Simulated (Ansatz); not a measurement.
# Y3Pb: the cost of one run

Computed with Ansatz 0.2.0 (DFT PBEsol, scalar-relativistic, plane waves, PAW, unless a step's input says otherwise).

### 1 The structure to begin with

It takes space group Fm-3m (No. 225, cubic). Conventional cell: a = 7.692 Å, b = 7.692 Å, c = 7.692 Å, α = 90.00°, β = 90.00°, γ = 90.00°. Y (site symmetry m-3m) has 8 Y at 3.33 Å as nearest neighbours. Around Y (site symmetry -43m) lie 4 Y at 3.33 Å and 4 Sn at 3.33 Å. Sn (site symmetry m-3m) is surrounded by 8 Y at 3.33 Å.

Coordinates:

```
CELL_PARAMETERS angstrom
0.00000 3.84606 3.84606
3.84606 0.00000 3.84606
3.84606 3.84606 0.00000
ATOMIC_POSITIONS crystal
Y 0.00000 0.00000 0.00000
Y 0.25000 0.25000 0.25000
Y 0.75000 0.75000 0.75000
Sn 0.50000 0.50000 0.50000
```

The structure comes from the Materials Project (structure only).

### 2 One element swapped, cell strained: Sn → Pb, first probe

Against the listed cell: Pb takes all sites of Sn, and lengths are scaled by 1.006 as a first guess of the size; strain xx, yy, zz, yz, xz, xy = +4.0, +4.0, +4.0, +0.0, +0.0, +0.0 %.

input.yaml reads:

```yaml
crystal:
  lattice:
    - [0.0, 4.025491854, 4.025491854]
    - [4.025491854, 0.0, 4.025491854]
    - [4.025491854, 4.025491854, 0.0]
  atoms:
    - { symbol: "Y", position: [0.0, 0.0, 0.0] }
    - { symbol: "Y", position: [0.25, 0.25, 0.25] }
    - { symbol: "Y", position: [0.75, 0.75, 0.75] }
    - { symbol: Pb, position: [0.5, 0.5, 0.5] }
basis:
  ecutwfc: 420
kpoints:
  mp_grid: { grid: [4, 4, 4] }
hamiltonian:
  xc: pbesol
scf:
  occupations: { method: gaussian, width: 0.1 }
output:
  forces: true
  stress: true
  eigenvalues: true
```

On the command line:

```bash
$ ansatz run input.yaml --threads 1 --pin off --max-ram 1331MiB --backend cpu --events-out ev --progress --plain --runs-dir out
```

What time and memory should one allow on 1 thread of an x86-64 CPU, shared host?

About 4.5 s, with a peak of 0.4 GiB.
